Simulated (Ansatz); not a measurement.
## CaTiNbInO₆, space group F-43m: a dry run that shows the plan, step by step

Computed with the Ansatz DFT code, driven from Python.

Typed at the interpreter:
```pycon
>>> from dataclasses import replace
>>> import warnings
>>> import ansatz as az
>>> warnings.simplefilter('ignore', az.DeckWarning)
>>> structure = (
...     az.Lattice.fcc(8.005945)
...     .space_group(216)
...     .atom('Ca', (0.25, 0.25, 0.25))
...     .atom('Ti', (0.5, 0.0, 0.0))
...     .atom('Nb', (0.0, 0.0, 0.0))
...     .atom('In', (0.25, 0.25, 0.75))
...     .atom('O', (0.252268, 0.0, 0.0))
...     .primitive()
... )
>>> base = structure.calculation()
>>> base = base.functional('pbe')
>>> base = base.kpoints(4)
>>> base = base.occupations(az.OccupationsMethod.FIXED)
>>> for repeats in [(1, 1, 1), (2, 1, 1), (2, 2, 1), (2, 2, 2)]:
...     told = replace(base, crystal=structure.supercell(*repeats)).session().plan(dry_run=True).describe()
...     print(repeats, 'bands', told.n_bands, 'plane waves', tuple(told.n_pw_range), 'k-points', len(told.kweights), 'grid', tuple(told.fft_dense), 'symmetry operations', told.n_sym_ops)
...
(1, 1, 1) bands 52 plane waves (2445, 2525) k-points 8 grid (40, 40, 40) symmetry operations 24
(2, 1, 1) bands 104 plane waves (4957, 5046) k-points 13 grid (80, 40, 40) symmetry operations 12
(2, 2, 1) bands 208 plane waves (9967, 10084) k-points 21 grid (80, 80, 40) symmetry operations 16
(2, 2, 2) bands 416 plane waves (19987, 20100) k-points 8 grid (80, 80, 80) symmetry operations 192
```

The structure comes from a database and needn't be a stable phase.
